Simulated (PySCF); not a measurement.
# C2H6ClFSi2: the cost of one run

Computed with PySCF 2.14.0, with density-fitted response routines of our own, on a single molecule in the gas phase. Atoms count from 0, in the outputs and in this text.

### 1 The molecule as given

12 atoms, charge 0, multiplicity 1; geometry from: GFN2-xTB. The atoms were then displaced at random by about 0.01 Å, so the start is not that level's minimum.

Bonds of the start (Å): F0–Si1 1.64, Si1–Cl2 2.02, Si1–C3 1.90, C3–C4 1.52, C4–Si5 1.86, Si5–C3 1.87, Si1–H6 1.45, C3–H7 1.09, C4–H8 1.07, C4–H9 1.10, Si5–H10 1.46, Si5–H11 1.44.

### 2 Optimising the geometry at PBE0-D3(BJ)/def2-SVP

The job: settings as JSON, then the geometry in Å.

```
{"job": {"xc": "PBE0", "basis": "def2-SVP", "d3": "d3bj", "grid": 1, "shake": 0.01, "kind": "geom"}, "charge": 0, "multiplicity": 1}
F     -1.318200    -1.894760    -1.308120
Si    -1.559080    -0.435260    -0.603320
Cl    -3.321450    -0.575140     0.373330
C     -0.077720    -0.124310     0.544290
C      0.701250     1.175670     0.399180
Si     1.702600    -0.353930     0.036810
H     -1.655190     0.478540    -1.723600
H     -0.307950    -0.369480     1.578830
H      0.403070     1.841140    -0.378620
H      0.845750     1.734800     1.336380
H      2.604350    -0.846150     1.073770
H      2.022260    -0.659390    -1.337940
```

Started as:

```
OMP_NUM_THREADS=1 python probes_run.py task.json out
```

The driver reads the jobs from task.json and runs them one after another.

Q: Estimate the wall time and peak memory of this first job on 1 thread of Arm Neoverse V1, shared host.

About 1.9 min, with a peak of 0.53 GiB.
